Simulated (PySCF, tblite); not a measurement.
# C9H7 radical: geometry, infrared bands and EPR parameters

Aim: predict the infrared bands and EPR parameters of C9H7 radical (`C#CC([C]=CC)=C=C=C`).

Computed with tblite 0.8.0 and PySCF 2.14.0, with density-fitted response routines of our own, on a single molecule in the gas phase. Atoms are numbered from 0 throughout.

### Step 1. Starting geometry

16 atoms, charge 0, multiplicity 2; geometry from: force field or distance geometry start.

Bonds of the start (Å): C0–C1 1.21, C1–C2 1.44, C2–C3 1.30, C3–C4 1.30, C4–C5 1.30, C2–C6 1.47, C6–C7 1.32, C7–C8 1.50, C0–H9 1.06, C5–H10 1.10, C5–H11 1.09, C7–H12 1.09, C8–H13 1.12, C8–H14 1.12, C8–H15 1.13.

### Step 2. Optimising the geometry with GFN2-xTB

What the job is given:

```
{"job": {"kind": "relax", "xc": "GFN2-xTB", "basis": "xTB"}, "charge": 0, "multiplicity": 2}
C      0.720400     3.476300     0.161100
C      0.545300     2.285600     0.041500
C      0.354200     0.866500    -0.096400
C      1.342100     0.025900     0.025000
C      2.310200    -0.827500     0.175800
C      3.276000    -1.691400     0.284800
C     -0.951200     0.278200    -0.409300
C     -1.657100    -0.344300     0.515000
C     -2.970500    -0.926300     0.100200
H      0.866400     4.517100     0.263300
H      4.273600    -1.513100    -0.146000
H      3.068100    -2.605500     0.833300
H     -1.287600    -0.428400     1.540900
H     -2.914400    -2.047400     0.115400
H     -3.188200    -0.513500    -0.914500
H     -3.795000    -0.543000     0.766000
```

Launch:

```bash
> OMP_NUM_THREADS=1 python probes_run.py task.json out
```

This one command runs all jobs of the session in turn.

Log:

```text
step      E/eV     max force
  0    -612.86269    6.506
  1    -612.83663   12.665
  2    -613.49814    1.978
  3    -613.60904    1.456
  4    -613.72634    2.489
  5    -613.78482    3.019
  6    -613.85537    1.275
  7    -613.91736    1.167
  8    -613.99395    1.287
  9    -614.04752    0.592
 10    -614.07129    0.483
 11    -614.09956    0.510
 12    -614.11488    0.463
 13    -614.13031    0.334
 14    -614.14352    0.350
 15    -614.15739    0.434
 16    -614.17185    0.396
 17    -614.19072    0.421
 18    -614.21449    0.378
 19    -614.23781    0.360
 20    -614.25494    0.273
 21    -614.26590    0.264
 22    -614.27506    0.219
 23    -614.28517    0.192
 24    -614.29328    0.186
 25    -614.29941    0.196
 26    -614.30546    0.230
 27    -614.31249    0.251
 28    -614.31925    0.291
 29    -614.32438    0.170
 30    -614.32880    0.174
 31    -614.33415    0.276
 32    -614.34180    0.361
 33    -614.35033    0.352
 34    -614.35699    0.234
 35    -614.36231    0.230
 36    -614.36792    0.262
 37    -614.37401    0.199
 38    -614.37941    0.170
 39    -614.38251    0.155
 40    -614.38535    0.149
 41    -614.38820    0.145
 42    -614.39370    0.299
 43    -614.39842    0.154
 44    -614.40232    0.268
 45    -614.40497    0.106
 46    -614.40657    0.090
 47    -614.40782    0.142
 48    -614.40886    0.135
 49    -614.40995    0.100
 50    -614.41090    0.076
 51    -614.41199    0.106
 52    -614.41324    0.147
 53    -614.41469    0.174
 54    -614.41615    0.130
 55    -614.41748    0.091
 56    -614.41877    0.093
 57    -614.42014    0.072
 58    -614.42147    0.085
 59    -614.42260    0.087
 60    -614.42351    0.077
 61    -614.42426    0.065
 62    -614.42494    0.079
 63    -614.42558    0.066
 64    -614.42612    0.059
 65    -614.42655    0.047
 66    -614.42688    0.049
 67    -614.42719    0.055
 68    -614.42758    0.058
 69    -614.42821    0.062
 70    -614.42902    0.057
 71    -614.42976    0.059
 72    -614.43039    0.060
 73    -614.43093    0.055
 74    -614.43135    0.045
 75    -614.43170    0.042
 76    -614.43197    0.045
 77    -614.43224    0.045
 78    -614.43254    0.044
 79    -614.43282    0.045
 80    -614.43301    0.030
 81    -614.43313    0.026
 82    -614.43322    0.021
 83    -614.43332    0.025
 84    -614.43341    0.021
 85    -614.43349    0.023
 86    -614.43355    0.023
 87    -614.43363    0.026
 88    -614.43375    0.037
 89    -614.43396    0.043
 90    -614.43424    0.055
 91    -614.43459    0.069
 92    -614.43501    0.071
 93    -614.43555    0.058
 94    -614.43621    0.062
 95    -614.43678    0.052
 96    -614.43707    0.036
 97    -614.43703    0.068
 98    -614.43724    0.027
 99    -614.43731    0.027
100    -614.43747    0.023
101    -614.43753    0.020
102    -614.43757    0.014
103    -614.43760    0.013
104    -614.43762    0.014
105    -614.43763    0.016
106    -614.43765    0.009
```

It took 0.58 s on 1 thread of Arm Neoverse V2, shared host.

The steps of the relaxation: (not every step is listed) (the energy doesn't fall at every step)

```tsv
step	energy from step 0 (eV)	largest force (eV/Å)
0	0.0000	6.5062
1	0.0261	12.6651
2	-0.6354	1.9780
3	-0.7464	1.4559
4	-0.8637	2.4892
5	-0.9221	3.0187
6	-0.9927	1.2752
7	-1.0547	1.1665
8	-1.1313	1.2866
17	-1.3280	0.4212
26	-1.4428	0.2296
35	-1.4996	0.2302
44	-1.5396	0.2682
53	-1.5520	0.1742
62	-1.5622	0.0785
71	-1.5671	0.0588
80	-1.5703	0.0300
89	-1.5713	0.0431
98	-1.5745	0.0274
101	-1.5748	0.0202
102	-1.5749	0.0136
103	-1.5749	0.0127
104	-1.5749	0.0139
105	-1.5749	0.0158
106	-1.5750	0.0088
```

Distances of close pairs at the start and the end, largest changes first:

```tsv
bond	before (Å)	after (Å)	change (Å)
C2–C6	1.466	1.335	-0.131
C2–C3	1.303	1.390	+0.087
C3–C4	1.299	1.233	-0.067
C8–H15	1.127	1.090	-0.037
C4–C5	1.300	1.336	+0.035
C8–H13	1.123	1.089	-0.033
C8–H14	1.117	1.087	-0.030
C6–C7	1.319	1.291	-0.028
```

The final coordinates are the input of the step that follows.

### Step 3. Infrared spectrum with GFN2-xTB

What the job is given:

```
{"job": {"kind": "ir", "xc": "GFN2-xTB", "basis": "xTB"}, "charge": 0, "multiplicity": 2}
C      0.678230     3.253505    -0.085682
C      0.519832     2.083956     0.127293
C      0.356448     0.688926     0.369305
C      1.480843    -0.119082     0.251386
C      2.481872    -0.828987     0.136644
C      3.562970    -1.604000     0.014748
C     -0.840120     0.198883     0.700694
C     -2.002638    -0.288151     0.978926
C     -2.997124    -0.766347    -0.041087
H      0.813043     4.276911    -0.271977
H      4.514439    -1.186459    -0.263877
H      3.505811    -2.663501     0.192929
H     -2.325486    -0.373620     2.012366
H     -3.242016    -1.811431     0.144430
H     -2.598966    -0.667591    -1.047547
H     -3.914736    -0.184070     0.037520
```

Log:

```text
mode    cm-1     km/mol
  1      54.1      0.42
  2      79.2      0.84
  3      82.3      0.37
  4     128.9      0.24
  5     149.0      0.12
  6     171.1      0.19
  7     233.9      0.46
  8     253.3      0.38
  9     274.6      0.12
 10     294.2      0.29
 11     371.9      0.73
 12     435.1      1.04
 13     470.4      1.48
 14     493.3      1.43
 15     505.0      2.37
 16     619.2      3.64
 17     651.1     16.98
 18     663.1     10.20
 19     702.8     35.27
 20     758.0     13.78
 21     952.0     28.32
 22     963.1      5.85
 23    1020.2      2.26
 24    1050.1      2.23
 25    1081.6      3.16
 26    1188.2      3.71
 27    1331.7      5.23
 28    1364.0      6.76
 29    1389.1      2.27
 30    1475.8      3.75
 31    1480.2      4.13
 32    1499.4      9.33
 33    1973.0     47.59
 34    2147.4     28.13
 35    2261.3      2.24
 36    2979.5     34.26
 37    3003.1     24.98
 38    3015.2     40.72
 39    3049.4     25.67
 40    3097.6     10.15
 41    3118.9     20.11
 42    3395.3      3.25
```

Wall time 0.44 s (1 thread of Arm Neoverse V2, shared host).

Which atoms move in the most intense modes:

```tsv
cm⁻¹	km/mol	atoms
703	35.3	H10 39 %, H11 39 %, C5 22 %
952	28.3	C8 18 %, H10 14 %, C2 12 %, H15 11 %
1973	47.6	C6 60 %, C7 24 %
2147	28.1	C4 48 %, C3 42 %
2980	34.3	H12 92 %
3003	25.0	H15 59 %, H13 32 %
3015	40.7	H13 61 %, H15 34 %
3049	25.7	H14 93 %
```

### Step 4. EPR parameters: B3LYP/pcH-1

Same as in step 3 but for these lines:

```diff
@@ -1,2 +1,2 @@
-{"job": {"kind": "ir", "xc": "GFN2-xTB", "basis": "xTB"}, "charge": 0, "multiplicity": 2}
+{"job": {"kind": "epr", "basis": "pcH-1"}, "charge": 0, "multiplicity": 2}
 C      0.678230     3.253505    -0.085682
```

With the program's defaults for keys left out, this is: UKS B3LYP, pcH-1 on C H, non-relativistic, mean-field spin-orbit, GIAO.

Log:

```text
UKS, coarse grid
  cycle   1  E = -346.90402322  |g| = 3.47e-01
  cycle   2  E = -346.88839247  |g| = 3.97e-01
  cycle   3  E = -346.95066664  |g| = 1.79e-01
  cycle   4  E = -346.96734770  |g| = 5.22e-02
  cycle   5  E = -346.96877756  |g| = 2.15e-02
  cycle   6  E = -346.96904087  |g| = 8.46e-03
  cycle   7  E = -346.96910854  |g| = 5.14e-03
  cycle   8  E = -346.96914056  |g| = 2.15e-03
  cycle   9  E = -346.96914589  |g| = 1.28e-03
  cycle  10  E = -346.96914726  |g| = 6.00e-04
UKS, final grid
  cycle   1  E = -346.96911038  |g| = 9.67e-04
  cycle   2  E = -346.96910905  |g| = 1.98e-03
  cycle   3  E = -346.96911105  |g| = 1.67e-04
  cycle   4  E = -346.96911110  |g| = 1.85e-04
  cycle   5  E = -346.96911115  |g| = 1.20e-04
  cycle   6  E = -346.96911117  |g| = 3.19e-05
  cycle   7  E = -346.96911117  |g| = 1.44e-05
E = -346.96911117 Eh   <S^2> = 0.7882 (exact 0.7500)
g shifts (ppm)      1          2          3
  rmc          -145       -145       -145
  gc             -0         33         38
  oz_so           1        352        810
  total        -144        240        703
hyperfine (MHz)  atom isotope    a_iso     a_fc   dipolar eigenvalues
    0   13C      -4.19      -4.19     -7.63      2.58      5.05
    1   13C      13.86      13.86     -2.09     -0.47      2.56
    2   13C     -37.33     -37.33    -20.18      8.56     11.61
    3   13C      48.56      48.56    -42.06    -30.32     72.38
    4   13C     -58.21     -58.21    -21.28     -0.55     21.84
    5   13C      52.64      52.64    -50.03    -48.97     99.00
    6   13C      34.92      34.92    -31.85    -23.49     55.33
    7   13C     -22.16     -22.16     -6.17      1.66      4.51
    8   13C      34.12      34.12     -2.68     -2.34      5.02
    9    1H       4.19       4.19     -1.02     -0.41      1.42
   10    1H     -44.52     -44.52    -23.19     -0.57     23.77
   11    1H     -44.54     -44.54    -22.98     -0.61     23.59
   12    1H      59.51      59.51     -2.01     -1.63      3.65
   13    1H      -2.80      -2.80     -1.46     -0.75      2.21
   14    1H      -2.07      -2.07     -2.50     -0.53      3.03
   15    1H      -3.20      -3.20     -1.48     -0.94      2.42
```

Wall time 98 s (1 thread of Arm Neoverse V2, shared host); peak memory 0.98 GiB.

Principal g values 2.00218, 2.00256, 2.00302; g(iso) = 2.00259, against 2.00232 for a free electron.

Hyperfine couplings; where a row names several nuclei, a(iso) is their mean (it holds for fast rotation or exchange) and the dipolar term the largest among them:

```tsv
nuclei	isotope	a(iso) (MHz)	a(iso) (G, at g = 2.0023)	largest dipolar term (MHz)
H12	1H	59.5	21.2	3.6
C4	13C	-58.2	-20.8	21.8
C5	13C	52.6	18.8	99.0
C3	13C	48.6	17.3	72.4
H10, H11	1H	-44.5	-15.9	23.8
C2	13C	-37.3	-13.3	-20.2
C6	13C	34.9	12.5	55.3
C8	13C	34.1	12.2	5.0
C7	13C	-22.2	-7.9	-6.2
C1	13C	13.9	4.9	2.6
H9	1H	4.2	1.5	1.4
C0	13C	-4.2	-1.5	-7.6
H13, H14, H15	1H	-2.7	-1.0	3.0
```

Mulliken spin populations:

C0 -0.06; C1 0.03; C2 -0.16; C3 0.47; C4 -0.24; C5 0.66; C6 0.37; C7 -0.06; C8 0.02; H9 0.00; H10 -0.03; H11 -0.03; H12 0.03; H13 0.00; H14 0.00; H15 0.00

In first order the couplings over 0.8 MHz of 1H give 48 distinct lines over 57.4 G, if the averaged nuclei exchange fast.

The fields below are evaluated on a grid from the run's orbitals.

ELF in a plane through or near 11 of the atoms.

Ten even steps from '0' (0.00) to '9' (1.00):
```
0000000000000000000000000000
0000000000000000000000000000
0000000000000000000000000000
0000000000000000000000000000
0000000000000000000000000000
0000059970000000001430000000
0000079980000000006997000000
0000248841331001105995000000
0007994484884016557555410000
0007995643735146748679960000
0000100268658384774117720000
0000000123216652453000000000
0000000000144262000000000000
0000000001588786200000000000
0000000002562165200000000000
0000000000269972000000000000
0000000000179970000000000000
0000000000016510000000000000
0000000000000000000000000000
0000000000000000000000000000
```
The map spans 14.4 Å across and 13.9 Å up, centred on the molecule. Atoms in the plane (x, y in Å): C0 (-0.5, -3.3), C1 (-0.4, -2.1), C2 (-0.3, -0.7), C3 (-1.5, 0.0), C4 (-2.5, 0.7), C5 (-3.7, 1.4), H9 (-0.6, -4.3), H10 (-4.6, 0.9), H11 (-3.7, 2.4), H13 (3.1, 2.0), H15 (3.9, 0.4).

On the surface of density 0.002 e/bohr³ the electrostatic potential runs, from the 1st to the 99th percentile, from -0.84 V near C0 to 1.29 V near H9.

The spin density lies nearest to C3, C5 about 25 % each; C6 17 %; C4 9 % (beta excess).

### Step 5. Outcome

| quantity | value |
| --- | --- |
| strongest single infrared mode (GFN2-xTB) | 1973 cm⁻¹, 48 km/mol |
| zero-point energy (GFN2-xTB) | 71.8 kcal/mol |
| g(iso) (B3LYP) | 2.00259 |
| ⟨S²⟩ | 0.788 (exact 0.75) |
| largest a(iso) (averaged by class) | 1H on H12, 59.5 MHz |
| surface potential, 1st and 99th percentile | -0.84 V and 1.29 V |

**Reading.** The optimisation took 106 steps and gained 1.575 eV; among the close pairs (by a distance rule), C2–C6 changed most, from 1.466 to 1.335 Å. No mode is imaginary among the 42: a minimum at this level. The strongest single mode, at 1973 cm⁻¹, moves mainly C6. GFN2-xTB is a fitted tight-binding method: band positions and strengths are rough. Its intensities can rank the bands wrongly. The largest spin populations lie on C5 (0.66 e), C3 (0.47 e). The isotropic g lies 0.3 ppt above the free-electron value.
